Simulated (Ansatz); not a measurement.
# C2H4BN: taking an electron away

Aim: the vertical ionisation energy of C2H4BN, as cation minus neutral at the neutral's geometry, on several levels, and how well −ε(HOMO) stands in for it.

Program: Ansatz 0.2.0, Gaussian basis. Level of theory: unrestricted cation, the program's frozen cores in correlated methods. These are calculated values, not measurements.

Plan: UKS PBE-D4/def2-TZVPP; UKS r2SCAN-D4/def2-TZVPP; UKS PBE0-D4/def2-TZVPP; UKS B3LYP-D4/def2-TZVPP; UKS wB97X-V/def2-TZVPP; UKS wB97M-V/def2-TZVPP; UKS B2PLYP/def2-TZVPP; UHF-CCSD(T)/def2-TZVPP; UHF-MP2/def2-QZVPP; extrapolation to the limit; then −ε(HOMO) from the neutral's earlier runs with LDA (SPW92), PBE-D4, revPBE-D4, BLYP-D4, r2SCAN-D4, B97M-V, PBE0-D4, B3LYP-D4, r2SCANh-D4, r2SCAN0-D4, HSE06-D4, BHLYP-D4, CAM-B3LYP-D4, LC-ωPBE, ωB97X-V, ωB97M-V.

### 1 Structure used throughout

The geometry comes from an earlier relaxation with PBE0-D4 in a triple-zeta def2 set; it is a stationary point, not always the lowest conformer.

SMILES `BN=C=C`, 8 atoms, charge 0, spin multiplicity 1.

Atoms are counted from 1 here; the program's logs count them from 0.

Bond lengths: B1–N2 1.378 Å, B1–H5 1.194 Å, B1–H6 1.194 Å, N2–C3 1.195 Å, C3–C4 1.309 Å, C4–H7 1.081 Å, C4–H8 1.081 Å. Angles: N2–B1–H5 118.5°, N2–B1–H6 118.5°, H5–B1–H6 123.0°, B1–N2–C3 180.0°, N2–C3–C4 180.0°, C3–C4–H7 120.2°, C3–C4–H8 120.2°, H7–C4–H8 119.6°.

### 2 Cation, UKS PBE-D4/def2-TZVPP

The input, in.yaml:

```yaml
crystal:
  periodic: [false, false, false]
  atoms:
    - {symbol: B, position_ang: [-0.734758, 1.688356, -0.592746]}
    - {symbol: N, position_ang: [-0.205503, 0.486121, -0.177361]}
    - {symbol: C, position_ang: [0.253560, -0.556952, 0.183021]}
    - {symbol: C, position_ang: [0.756170, -1.698973, 0.577560]}
    - {symbol: H, position_ang: [-0.924148, 1.855052, -1.760089]}
    - {symbol: H, position_ang: [-0.983463, 2.516830, 0.230732]}
    - {symbol: H, position_ang: [0.991522, -2.468439, -0.144970]}
    - {symbol: H, position_ang: [0.938719, -1.879096, 1.628153]}
basis:
  gaussian: {orbitals: def2-TZVPP}
total_charge: 1
magnetization: {spin_polarized: true, initial_magnetization: 1}
hamiltonian: {xc: pbe, dispersion: d4}
```

On the command line:

```console
$ ansatz run in.yaml --threads 2 --pin off --events-out ev --progress --plain --max-ram 4352MiB
```

After this run come: Cation, UKS r2SCAN-D4/def2-TZVPP; Cation, UKS PBE0-D4/def2-TZVPP; Cation, UKS B3LYP-D4/def2-TZVPP; Cation, UKS wB97X-V/def2-TZVPP; Cation, UKS wB97M-V/def2-TZVPP; Cation, UKS B2PLYP (frozen core)/def2-TZVPP; Cation, UHF-CCSD(T)/def2-TZVPP; Cation, UHF-MP2/def2-QZVPP.

**Question.** What will the summary of the whole plan be? Wanted: ionisation energy, CCSD(T)/CBS; nearest functional by difference; nearest −ε(HOMO); −ε(HOMO) of PBE; T1 of the cation.

**Answer**, as computed:

| quantity | value |
| --- | --- |
| ionisation energy, CCSD(T)/CBS | 9.25 eV |
| nearest functional by difference | B3LYP-D4 (-0.04 eV) |
| nearest −ε(HOMO) | ωB97X-V (-0.05 eV) |
| −ε(HOMO) of PBE | 6.01 eV |
| T1 of the cation | 0.026 |

What this shows: Energy differences with functionals land within 0.20 eV of the reference. −ε(HOMO) of PBE misses by 3.2 eV, since self-interaction lifts the level. Among orbital estimates ωB97X-V comes nearest. Hartree-Fock falls 1.47 eV short, as the neutral has more correlation energy than the cation.
